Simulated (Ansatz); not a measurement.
# Si3IrRu: the cost of one run

Program: Ansatz 0.2.0. Level of theory: DFT PBE, scalar-relativistic, plane waves, PAW. These are calculated values, not measurements.

## 1. The starting structure

The structure is cubic, space group Pm-3m (No. 221). Conventional cell: a = 4.403 Å, b = 4.403 Å, c = 4.403 Å, α = 90.00°, β = 90.00°, γ = 90.00°. Si (site symmetry 4/mmm) has 2 Ir at 2.20 Å and 4 Ru at 3.11 Å as nearest neighbours. Ru (site symmetry m-3m) is surrounded by 12 Si at 3.11 Å. Around Ir (site symmetry m-3m) lie 6 Si at 2.20 Å.

Coordinates:

```
CELL_PARAMETERS angstrom
4.40272 0.00000 0.00000
0.00000 4.40272 0.00000
0.00000 0.00000 4.40272
ATOMIC_POSITIONS crystal
Si 0.50000 0.50000 0.00000
Si 0.50000 0.00000 0.50000
Si 0.00000 0.50000 0.50000
Ru 0.00000 0.00000 0.00000
Ir 0.50000 0.50000 0.50000
```

Recipe of the guess: species swapped into a database cell of Nd3AlC (Pm-3m, No. 221), with Si on the Nd sites, Ru on the Al sites and Ir on the C sites. Lengths come from tabulated atomic sizes and are only a guess.

## 2. A first look at the guess

input.yaml

```yaml
crystal:
  lattice:
    - [4.40271913, 0.0, 0.0]
    - [0.0, 4.40271913, 0.0]
    - [0.0, 0.0, 4.40271913]
  atoms:
    - { symbol: Si, position: [0.5, 0.5, 0.0] }
    - { symbol: Si, position: [0.5, 0.0, 0.5] }
    - { symbol: Si, position: [0.0, 0.5, 0.5] }
    - { symbol: Ru, position: [0.0, 0.0, 0.0] }
    - { symbol: Ir, position: [0.5, 0.5, 0.5] }
basis:
  ecutwfc: 420
kpoints:
  mp_grid: { grid: [4, 4, 4] }
hamiltonian:
  xc: pbe
scf:
  occupations: { method: gaussian, width: 0.1 }
  lower_state_search: "off"
output:
  forces: true
  stress: true
  eigenvalues: true
```

On the command line:

```console
> ansatz run input.yaml --threads 1 --pin off --max-ram 2560MiB --backend cpu --events-out ev --progress --plain --runs-dir out
```

Q: Estimate wall time and peak memory on 1 thread of Arm Neoverse V1, shared host.

About 1.7 s, with a peak of 0.33 GiB.
